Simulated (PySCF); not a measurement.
# TcH: bond curves at several levels of theory

Aim: find the lowest electronic state of TcH, scan its bond at several levels of theory, and get bond length, wavenumber and dissociation energy from each curve.

Computed with PySCF 2.14.0. Level: Tc def2-TZVPP with ECP28, H def2-TZVPP, scalar-relativistic core potentials.

### 1 Set-up

Settings of the job:

```json
{"atoms": "Tc, H", "charge": "0", "basis": "Tc def2-TZVPP with ECP28, H def2-TZVPP", "Hamiltonian": "scalar-relativistic core potentials", "basis functions": "70", "electrons treated": "16", "masses in u": "98.9072, 1.0078", "levels": "PBE0, PBE, r²SCAN, M06-L, BLYP, M06, MN15, LC-ωPBE, HF, MP2, SCS-MP2, CCSD, CCSD(T)", "grid": "80 radial by 434 angular points", "occupations": "held fixed by the projection of orbital angular momentum", "dissociation limit": "Tc + H, each in its ground configuration", "starting distance in angstrom": "1.560", "values of 2S to try": "0, 2, 4, 6, 8"}
```

Command:

```console
OMP_NUM_THREADS=1 python dia.py task.json out
```

The runs that follow: The PBE0 curve of the state that the search chose; Higher solutions at PBE0; PBE (GGA); r²SCAN (meta-GGA); M06-L (meta-GGA); BLYP; M06 (hybrid meta-GGA); MN15 (hybrid meta-GGA); LC-ωPBE (range-separated hybrid); ROHF (mean field); Correlated methods on the Hartree–Fock reference.

Before running it: what results should come out? Wanted: for each run, Re; ωe; De; μ.

As calculated:

Lowest PBE0 solution found, without spin–orbit coupling: ⁵Π (quintet), unpaired electrons σ ↑, π ↑, δ ↑↑. State 2 has its PBE0 minimum 0.02 eV higher. State 3 has its PBE0 minimum 0.24 eV higher. State 4 has its PBE0 minimum 0.38 eV higher. The other levels ran on the lowest alone.

| level | Re (Å) | ωe (cm⁻¹) | De (eV) | μ (D) |
| --- | --- | --- | --- | --- |
| ROHF | 1.712 | 1647 | 0.428 | -3.96 |
| ROHF-MP2 | 1.604 | 2047 | 1.80 | n/a |
| ROHF-SCS-MP2 | 1.619 | 1982 | 1.85 | n/a |
| ROHF-CCSD | 1.646 | 1872 | 1.83 | n/a |
| ROHF-CCSD(T) | 1.642 | 1890 | 1.89 | n/a |
| PBE | 1.639 | 1899 | 2.81 | -2.04 |
| BLYP | 1.650 | 1862 | 2.69 | -2.04 |
| r²SCAN | 1.637 | 1920 | 2.55 | -2.22 |
| M06-L | 1.686 | 1796 | 2.49 | -2.37 |
| PBE0 | 1.641 | 1882 | 2.52 | -2.43 |
| M06 | 1.668 | 1772 | 2.21 | -2.62 |
| MN15 | 1.626 | 1963 | 2.97 | -2.45 |
| LC-ωPBE | 1.651 | 1870 | 2.62 | -3.00 |

De is counted to Tc + H in their ground configurations. A positive dipole means Tc(−)H(+).

Differences from CCSD(T) in the same basis:

| level | Re (mÅ) | ωe (%) |
| --- | --- | --- |
| ROHF | +70 | -12.8 |
| ROHF-MP2 | -37 | +8.3 |
| ROHF-SCS-MP2 | -22 | +4.9 |
| ROHF-CCSD | +4 | -0.9 |
| PBE | -3 | +0.5 |
| BLYP | +9 | -1.5 |
| r²SCAN | -4 | +1.6 |
| M06-L | +44 | -5.0 |
| PBE0 | 0 | -0.4 |
| M06 | +26 | -6.2 |
| MN15 | -15 | +3.9 |
| LC-ωPBE | +9 | -1.0 |

In words: Judged by CCSD(T) in the same basis: best bond length PBE0 (0 mÅ), worst ROHF (+70 mÅ); best wavenumber PBE0 (-0.4 %), worst ROHF (-12.8 %). Among the levels with a De in the table, it runs from 0.428 eV (ROHF) to 2.97 eV (MN15).

The state is the lowest single determinant that the PBE0 search found; with open d or f shells the true ground state can be another one. At some levels the lowest empty orbital lies below the highest filled one (the two can be of opposite spin). Spin–orbit coupling is left out.
